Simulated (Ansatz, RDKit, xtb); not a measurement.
**Isomers of C7H5FO, a sample narrowed down**

A sample of isomers of C7H5FO is drawn. Aim: find which of them has the lowest free energy at 298.15 K, then its properties. The sample is small against all isomers, and the most stable one of this formula need not be in it.

The funnel: GFN2-xTB relaxations, single points with a density functional, relaxations at PBE-D3(BJ)/def2-SVP, harmonic vibrations (at GFN2-xTB), and a last energy at a higher level. All values are calculated.

### Step 1. Drawing up candidates

Isomers were taken from a list of plausible structures; this is a sample, not all of them. That gives 4 candidates.

| label | SMILES | spin |
| --- | --- | --- |
| c061 | CC#CC1=C(F)CC1=O | singlet |
| c155 | CC#CC1=C(O)C=C1F | singlet |
| c377 | CC#CC1=C(F)C=C1O | singlet |
| c860 | CC#C[C@@H]1C(=O)C=C1F | singlet |

Candidates are built by distance geometry, with a force field where one applies, in up to four conformers (letters a to d).

**Question.** With final energies at CCSD(T)/def2-SVP + MP2/def2-TZVPP - MP2/def2-SVP, which structure will this search put lowest in free energy, and by what margin?

| quantity | value |
| --- | --- |
| lowest structure found | CC#CC1=C(F)CC1=O, singlet |
| next finalist | CC#C[C@@H]1C(=O)C=C1F, singlet, 5.0 kcal/mol higher in G |
| share at equilibrium, among the finalists | 100.0 % |

The search ends on `CC#CC1=C(F)CC1=O`. Among the finalists first place is clear (5.0 kcal/mol); structures outside the list aren't covered. GFN2-xTB, HF/STO-3G, r2SCAN-D4/def2-SVP, PBE-D3(BJ)/def2-SVP, HF/def2-SVP and MP2/def2-SVP already put its bonding pattern lowest among the structures in one piece. A large T1 diagnostic among the finalists warns that one reference determinant may not suffice. It concerns: the finalist CC#CC1=C(F)C=C1O (singlet). Lowest found is not proven lowest: the search is finite, and each finalist counts with one conformer. Only 4 drawn patterns were tried, so whole families of isomers are missing, and the result ranks this sample alone. The lowest isomer need not be the one that is made and kept in a bottle, which depends on barriers.
